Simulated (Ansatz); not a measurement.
# CH7AlClNO: the cost of one run

Program: Ansatz 0.2.0. Level of theory: RKS revPBE/6-31G. These are calculated values, not measurements.

### 1 Starting point

Bond lengths: Al1–N2 2.238 Å, Al1–C3 1.975 Å, Al1–Cl4 2.033 Å, Al1–O6 2.180 Å, N2–H7 1.011 Å, N2–H8 1.008 Å, C3–H9 1.092 Å, C3–H10 1.090 Å, C3–H11 1.092 Å, O6–H12 0.955 Å. Angles (14 of 16 angles, heavy atoms first): N2–Al1–C3 113.8°, N2–Al1–Cl4 108.1°, N2–Al1–O6 70.7°, C3–Al1–Cl4 130.4°, C3–Al1–O6 110.2°, Cl4–Al1–O6 107.6°, Al1–N2–H7 124.1°, Al1–N2–H8 124.4°, Al1–C3–H9 112.7°, Al1–C3–H10 109.6°, Al1–C3–H11 112.9°, Al1–O6–H12 122.3°, H7–N2–H8 109.2°, H9–C3–H10 107.5°.

Coordinates:

```xyz
12

Al   -0.5214    0.5418   -0.1261
N     1.3919    0.3492    1.0192
C    -1.7388   -0.9981    0.0894
Cl   -0.9259    2.5213   -0.3511
H     1.5237    0.1671   -0.3030
O     1.0935    0.0398   -1.5023
H     1.9426    1.1348    1.3384
H     1.6780   -0.4801    1.5152
H    -2.3801   -0.9094    0.9690
H    -1.1557   -1.9126    0.2001
H    -2.3997   -1.1411   -0.7685
H     1.4918    0.6874   -2.0801
```

### 2 Pulling towards end A

Springs on the bonds that form and break draw the guess towards this end; the thresholds are loose.

The input, input.yaml:

```yaml
crystal:
  periodic: [false, false, false]
  atoms:
    - { symbol: Al, position_ang: [-0.5214, 0.5418, -0.1261] }
    - { symbol: "N", position_ang: [1.3919, 0.3492, 1.0192] }
    - { symbol: C, position_ang: [-1.7388, -0.9981, 0.0894] }
    - { symbol: Cl, position_ang: [-0.9259, 2.5213, -0.3511] }
    - { symbol: H, position_ang: [1.5237, 0.1671, -0.303] }
    - { symbol: O, position_ang: [1.0935, 0.0398, -1.5023] }
    - { symbol: H, position_ang: [1.9426, 1.1348, 1.3384] }
    - { symbol: H, position_ang: [1.678, -0.4801, 1.5152] }
    - { symbol: H, position_ang: [-2.3801, -0.9094, 0.969] }
    - { symbol: H, position_ang: [-1.1557, -1.9126, 0.2001] }
    - { symbol: H, position_ang: [-2.3997, -1.1411, -0.7685] }
    - { symbol: H, position_ang: [1.4918, 0.6874, -2.0801] }
basis:
  gaussian: { orbitals: "6-31G" }
hamiltonian:
  xc: revpbe
relax:
  f_tol: 0.15
  max_steps: 25
  restrain:
    - { distance: [0, 5], at: 3.17, k: 30.0 }
    - { distance: [4, 1], at: 2.32, k: 30.0 }
    - { distance: [0, 1], at: 1.92, k: 30.0 }
    - { distance: [4, 5], at: 0.97, k: 30.0 }
```

The run is started by

```console
> ansatz run input.yaml --threads 1 --pin off --max-ram 2048MiB --backend cpu --events-out ev --progress --plain --runs-dir out
```

Q: Estimate wall time and peak memory on 1 thread of Intel Xeon Platinum 8259CL at 2.50GHz (Skylake/Cascade Lake), shared host.

About 82 s, with a peak of 0.21 GiB.
